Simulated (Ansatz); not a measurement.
Crystal: Mn2FeSe3.

```
Se Fe Mn
1.0
     3.52575    0.00000    0.00000
    -1.76287    3.05339    0.00000
     0.00000    0.00000    8.56452
Se Fe Mn
3 1 2
Cartesian
  0.0000 0.0000 4.2823
  1.7629 1.0178 7.1891
  0.0000 2.0356 1.3754
  0.0000 0.0000 0.0000
  1.7629 1.0178 2.8538
  0.0000 2.0356 5.7107
```

The cell comes from a database or a generator and needn't be the stable form of this composition.

Base run:

- Program: Ansatz 0.2.0
- Functional: PBE
- Potentials or basis: Ansatz PAW
- Cutoff: 420 eV (not typed: the program's choice for these potentials)
- k mesh: 7 × 7 × 3
- Occupations: fermi-dirac, width 0.05 eV
- Spin: collinear spin, ferromagnetic start
- Starting moments: [0.0, 0.0, 0.0, 4.5, 6.0, 6.0] μB
- Fixed moment: 16.5 μB

Its results: pressure 44.3 GPa; site moments Se +0.38, +0.49; Fe +3.95; Mn +4.33 μB; largest force 0.261 eV/Å.

Problem. After a change of settings the same cell gave: pressure 31.4 GPa; site moments Se +0.24, +0.28; Fe +3.36; Mn +4.11 μB; largest force 0.405 eV/Å. Which change was it?
A. fixed moment from 16.5 μB to 13.8 μB; moments at the start from [0.0, 0.0, 0.0, 4.5, 6.0, 6.0] to [0.0, 0.0, 0.0, 3.76, 5.02, 5.02]
B. fixed moment from 16.5 μB to 8.2 μB; moments at the start from [0.0, 0.0, 0.0, 4.5, 6.0, 6.0] to [0.0, 0.0, 0.0, 2.24, 2.98, 2.98]
C. fixed moment from 16.5 μB to 2.8 μB; moments at the start from [0.0, 0.0, 0.0, 4.5, 6.0, 6.0] to [0.0, 0.0, 0.0, 0.76, 1.02, 1.02]
D. fixed moment from 16.5 μB to 5.5 μB; moments at the start from [0.0, 0.0, 0.0, 4.5, 6.0, 6.0] to [0.0, 0.0, 0.0, 1.5, 2.0, 2.0]

Solution. A.

Caveats: a pressure of tens of GPa on the cell as given is suspect, and the run, the potentials or the cell itself is likely at fault; the total moment is fixed, so each spin has its own Fermi level; only a ferromagnetic start was run, and an antiferromagnetic order may lie lower in energy; the thresholds are loose for stress.
